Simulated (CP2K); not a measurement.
**SnH4O (SMILES [OH][SnH3]): GFN1-xTB**

Aim: the energy difference between two shapes of SnH4O at GFN1-xTB, from 2 runs. 

The calculation is run with CP2K 2026.2.

## (1) Starting point

The species is SnH4O (6 atoms), meant as a singlet with charge 0. SMILES: `[OH][SnH3]`. The shape comes from GFN2-xTB, which is rough for such elements, and wasn't checked as a minimum.

Bond lengths: O1–Sn2 1.938 Å, O1–H3 0.955 Å, Sn2–H4 1.666 Å, Sn2–H5 1.667 Å, Sn2–H6 1.643 Å. Angles: O1–Sn2–H4 108.6°, O1–Sn2–H5 108.4°, O1–Sn2–H6 100.8°, Sn2–O1–H3 118.2°, H4–Sn2–H5 111.0°, H4–Sn2–H6 113.6°, H5–Sn2–H6 113.8°.

## (2) The energy at GFN1-xTB

The input, molecule.pdb:

```
HETATM    1 O    MOL A   1       0.879  -0.707   0.911  1.00  0.00           O
HETATM    2 Sn   MOL A   1      -0.302   0.368  -0.187  1.00  0.00          SN
HETATM    3 H    MOL A   1       1.159  -1.556   0.575  1.00  0.00           H
HETATM    4 H    MOL A   1      -1.701  -0.494  -0.464  1.00  0.00           H
HETATM    5 H    MOL A   1       0.480   0.712  -1.619  1.00  0.00           H
HETATM    6 H    MOL A   1      -0.516   1.677   0.782  1.00  0.00           H
END
```

The input, molecule.inp:

```
&FORCE_EVAL
    METHOD QUICKSTEP
    &DFT
        &QS
            METHOD XTB
            EPS_DEFAULT 1.0E-10
            &XTB
                GFN_TYPE 1
                CHECK_ATOMIC_CHARGES F
            &END XTB
        &END QS
        &POISSON
            PERIODIC NONE
            POISSON_SOLVER ANALYTIC
        &END POISSON
        &SCF
            SCF_GUESS ATOMIC
            EPS_SCF 1.0E-06
            MAX_SCF 150
            ADDED_MOS 2
            &DIAGONALIZATION
                ALGORITHM STANDARD
            &END DIAGONALIZATION
            &MIXING
                METHOD BROYDEN_MIXING
                ALPHA 0.2
                NBUFFER 8
            &END MIXING
            &SMEAR ON
                METHOD FERMI_DIRAC
                ELECTRONIC_TEMPERATURE [K] 300
            &END SMEAR
        &END SCF
        &PRINT
            &MOMENTS
                PERIODIC F
                REFERENCE COM
                MAX_MOMENT 1
            &END MOMENTS
            &MO ON
                ENERGIES T
                OCCUPATION_NUMBERS T
                NDIGITS 6
                &EACH
                    QS_SCF 0
                &END EACH
                ADD_LAST NUMERIC
            &END MO
            &HIRSHFELD OFF
            &END HIRSHFELD
        &END PRINT
    &END DFT
    &SUBSYS
        &CELL
            ABC 10.9 11.2 10.5
            PERIODIC NONE
        &END CELL
        &TOPOLOGY
            COORD_FILE_NAME molecule.pdb
            COORD_FILE_FORMAT PDB
            CONN_FILE_FORMAT OFF
            &CENTER_COORDINATES
            &END CENTER_COORDINATES
        &END TOPOLOGY
    &END SUBSYS
&END FORCE_EVAL

&GLOBAL
    PROJECT_NAME molecule
    RUN_TYPE ENERGY
    PRINT_LEVEL MEDIUM
&END GLOBAL
```

Command:

```console
$ OMP_NUM_THREADS=1 cp2k.psmp -i molecule.inp > molecule.out 2>&1
```

Output:

```text
CP2K| version string:                                       CP2K version 2026.2
[...]
 GLOBAL| Method name                                                        CP2K
[...]
 GLOBAL| Run type                                                         ENERGY
[...]
                             - Atoms:                                          6
[...]
                             - Spherical basis functions:                     21
[...]
 Number of electrons:                                                         14
[...]
     1 NoMix/Diag. 0.20E+00    0.0     0.78593612        -9.2104972341 -9.21E+00
[...]
    21 Broy./Diag. 0.20E+00    0.0     0.00000037        -9.3292031626  1.13E-06
  *** SCF run converged in    21 steps ***
[...]
  Fermi energy:                                                -0.21635235862669
[...]
 TB_DIPOLE| Moment [Debye]         -1.11210050       0.20228491      -1.84153465
 TB_DIPOLE| Derivative [a.u.]       0.00000000       0.00000000       0.00000000
[...]
 ENERGY| Total FORCE_EVAL ( QS ) energy [hartree]             -9.329203162592854
[...]
```

Wall time 0.55 s (1 thread of Arm Neoverse N1, shared host); peak memory 0.15 GiB.

## (3) The distorted shape at the same level

The input, molecule.pdb:

```
HETATM    1 O    MOL A   1       0.908  -0.699   0.918  1.00  0.00           O
HETATM    2 Sn   MOL A   1      -0.309   0.385  -0.168  1.00  0.00          SN
HETATM    3 H    MOL A   1       1.195  -1.510   0.559  1.00  0.00           H
HETATM    4 H    MOL A   1      -1.693  -0.509  -0.494  1.00  0.00           H
HETATM    5 H    MOL A   1       0.466   0.715  -1.601  1.00  0.00           H
HETATM    6 H    MOL A   1      -0.510   1.668   0.761  1.00  0.00           H
END
```

The input, job.inp:

```
&global
    project job
    run_type ENERGY
    print_level MEDIUM
&end global
&force_eval
    method Quickstep
    &dft
        charge 0
        multiplicity 1
        &qs
            method XTB
            eps_default 1.0E-10
            &xtb
                gfn_type 1
                check_atomic_charges F
            &end xtb
        &end qs
        &poisson
            periodic NONE
            poisson_solver ANALYTIC
        &end poisson
        &scf
            scf_guess ATOMIC
            eps_scf 1.0E-06
            max_scf 150
            added_mos 2
            &diagonalization
                algorithm STANDARD
            &end diagonalization
            &mixing
                method BROYDEN_MIXING
                alpha 0.2
                nbuffer 8
            &end mixing
            &smear ON
                method FERMI_DIRAC
                electronic_temperature [K] 300
            &end smear
        &end scf
        &print
            &moments
                periodic F
                reference COM
                max_moment 1
            &end moments
            &mo ON
                energies T
                occupation_numbers T
                ndigits 6
                &each
                    qs_scf 0
                &end each
                add_last NUMERIC
            &end mo
            &hirshfeld OFF
            &end hirshfeld
        &end print
    &end dft
    &subsys
        &cell
            abc [angstrom] 10.9 11.2 10.5
            periodic NONE
        &end cell
        &topology
            coord_file_name molecule.pdb
            coord_file_format PDB
            conn_file_format OFF
            &center_coordinates
            &end center_coordinates
        &end topology
    &end subsys
&end force_eval
```

Command:

```console
$ OMP_NUM_THREADS=1 cp2k.psmp -i job.inp -o job.out
```

Output:

```text
CP2K| version string:                                       CP2K version 2026.2
[...]
 GLOBAL| Method name                                                        CP2K
[...]
 GLOBAL| Run type                                                         ENERGY
[...]
                             - Atoms:                                          6
[...]
                             - Spherical basis functions:                     21
[...]
 Number of electrons:                                                         14
[...]
     1 NoMix/Diag. 0.20E+00    0.0     0.78004860        -9.2094705417 -9.21E+00
[...]
    21 Broy./Diag. 0.20E+00    0.0     0.00000060        -9.3281520421 -1.80E-06
  *** SCF run converged in    21 steps ***
[...]
  Fermi energy:                                                -0.21858445531955
[...]
 TB_DIPOLE| Moment [Debye]         -1.18561579       0.40338621      -1.79989051
 TB_DIPOLE| Derivative [a.u.]       0.00000000       0.00000000       0.00000000
[...]
 ENERGY| Total FORCE_EVAL ( QS ) energy [hartree]             -9.328152042063307
[...]
```

It took 0.55 s on 1 thread of Arm Neoverse N1, shared host; peak memory 0.15 GiB.

## (4) Summary of results

At GFN1-xTB:

```
                                                  quantity         value
                                 first shape: total energy   -9.32920 Eh
    first shape: dipole moment (from atomic charges alone)        2.16 D
                                  first shape: HOMO energy     -12.60 eV
                                  first shape: LUMO energy      -4.97 eV
                                first shape: HOMO–LUMO gap       7.62 eV
                            first shape: dispersion energy  -2.83 kJ/mol
                             distorted shape: total energy   -9.32815 Eh
distorted shape: dipole moment (from atomic charges alone)        2.19 D
                              distorted shape: HOMO energy     -12.57 eV
                              distorted shape: LUMO energy      -5.03 eV
                            distorted shape: HOMO–LUMO gap       7.54 eV
                        distorted shape: dispersion energy  -2.83 kJ/mol
                    energy change with the atoms displaced      0.029 eV
```

**Reading.** With the atoms displaced the energy rises by 0.03 eV (2.8 kJ/mol). The first shape isn't relaxed at this level, so the change isn't measured from a minimum. The dipole (first shape) comes from point charges on the atoms alone, without atomic dipoles, so it is partial. The dipole (distorted shape) comes from point charges on the atoms alone, without atomic dipoles, so it is partial.
